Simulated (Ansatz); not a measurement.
# WS2 (Tungstenite): the cost of one run

Method: DFT r2SCAN, scalar-relativistic, plane waves, PAW, in Ansatz 0.2.0.

The COD entry's cell or inner coordinates are ideal or old and differ from later refinements, so a difference from it is no clean test against experiment.

1 further run of the same task is left out (set aside as unsound or not needed).

### 1 The starting structure

It takes space group P6_3/mmc (No. 194, hexagonal). The conventional cell has a = 3.182 Å, b = 3.182 Å, c = 13.061 Å, α = 90.00°, β = 90.00°, γ = 120.00°. Around W (site symmetry -6m2) lie 6 S at 2.41 Å. Around S (site symmetry 3m) lie 3 W at 2.41 Å.

As a file:

```cif
data_structure
_symmetry_space_group_name_H-M 'P6_3/mmc'
_symmetry_Int_Tables_number 194
_cell_length_a 3.1819
_cell_length_b 3.1819
_cell_length_c 13.0609
_cell_angle_alpha 90.000
_cell_angle_beta 90.000
_cell_angle_gamma 120.000
_cell_volume 114.52
loop_
_atom_site_label
_atom_site_type_symbol
_atom_site_symmetry_multiplicity
_atom_site_Wyckoff_symbol
_atom_site_fract_x
_atom_site_fract_y
_atom_site_fract_z
_atom_site_occupancy
W1 W 2 c 0.33333 0.66667 0.25000 1
S1 S 4 f 0.33333 0.66667 0.63059 1
```

This cell was relaxed beforehand with the same method: volume 19.09 Å³/atom, gap on the mesh 1.37 eV.

### 2 Tight relaxation for the response runs

Response runs need a geometry at rest under their own mesh and occupations; hence this stricter relaxation.

Contents of input.yaml:

```yaml
crystal:
  lattice:
    - [3.1819286881, 0.0, 0.0]
    - [-1.5909643441, 2.7556310769, 0.0]
    - [0.0, 0.0, 13.0608827127]
  atoms:
    - { symbol: W, position: [0.3333333333, 0.6666666667, 0.25] }
    - { symbol: W, position: [0.6666666667, 0.3333333333, 0.75] }
    - { symbol: S, position: [0.3333333333, 0.6666666667, 0.6305920213] }
    - { symbol: S, position: [0.6666666667, 0.3333333333, 0.1305920213] }
    - { symbol: S, position: [0.3333333333, 0.6666666667, 0.8694079787] }
    - { symbol: S, position: [0.6666666667, 0.3333333333, 0.3694079787] }
basis:
  ecutwfc: 500
kpoints:
  mp_grid: { grid: [12, 12, 4] }
hamiltonian:
  xc: r2scan
scf:
  occupations: { method: fixed }
output:
  forces: true
  stress: true
  eigenvalues: true
  write_density: true
  write_potential: true
  elf: true
  volumetric_format: npy
relax:
  adjacent_minimum: "off"
  f_tol: 0.001
  max_steps: 60
  cell: { stress_tol: 0.01 }
```

The run is started by

```
$ ansatz run input.yaml --threads 4 --pin off --max-ram 10240MiB --backend cpu --events-out ev --progress --plain --runs-dir out
```

**Question.** How long does this run take on 4 threads of Intel Xeon Platinum 8488C (Sapphire Rapids), shared host, and how much memory does it need?

About 28 s, with a peak of 0.83 GiB.
